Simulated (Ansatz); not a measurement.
# Mn2InN2 in Ansatz: convergence with xc grid

Input of the first run (xc grid 1); the others differ in this setting and in those tied to it:

The input input.yaml:

```yaml
crystal:
  lattice:
    - [2.7770159899, -1.6127287546, 0.0]
    - [2.7770159899, 1.6127287546, 0.0]
    - [-0.0228246757, 0.0, 7.4063662167]
  atoms:
    - { symbol: In, position: [0.0, 0.0, 0.5] }
    - { symbol: Mn, position: [0.666428, 0.666428, 0.885684], spin: 4.0 }
    - { symbol: Mn, position: [0.333572, 0.333572, 0.114316], spin: 4.0 }
    - { symbol: "N", position: [0.667954, 0.667954, 0.151896] }
    - { symbol: "N", position: [0.332046, 0.332046, 0.848104] }
hamiltonian:
  xc: r2scan
  pseudopotentials: { kind: paw }
magnetization:
  spin_polarized: true
kpoints:
  mp_grid: { grid: [8, 8, 3] }
scf:
  occupations: { method: gaussian, width: 0.05 }
output:
  forces: true
  stress: true
  eigenvalues: true
basis:
  xc_grid: 1
```

Potentials or basis: Ansatz PAW.

Launch:

```console
$ ansatz run input.yaml --threads 2 --pin off --max-ram 5632MiB --backend cpu --events-out ev --progress --plain --runs-dir out
```

The cell comes from a database or a generator and needn't be the stable form of this composition.

Hardware: 2 threads of Arm Neoverse V2, with other jobs on the host.

Problem. The values tried are 1, 2, 3, 4, 5, loosest first. From which on does the largest force stay within 0.005 eV/Å of the tightest run that finished?

Solution. From 2 on.

```
xc grid  energy less the tightest run, at zero smearing (meV/atom)  largest force (eV/Å)  SCF cycles  CPU time (s)  peak memory (GiB)
      1                                                      -0.55                 0.152          19            57               0.57
      2                                                       0.02                 0.141          19            58               0.59
      3                                                       0.02                 0.139          19            58               0.62
      4                                                       0.01                 0.139          19            61                0.7
      5                                                       0.00                 0.139          19            64               0.83
```

Against the tightest run, the energy stays within 1 meV/atom from 1 on. The tightest run that finished is the yardstick and may itself not be fully converged.

Caveat, for the tightest run too: the magnetic or orbital state may not be the lowest; only a ferromagnetic start was run, and an antiferromagnetic order may lie lower in energy; the PAW data sets come from PBE, with cores solved anew for the run's functional, which leaves a small shift of forces and pressure.
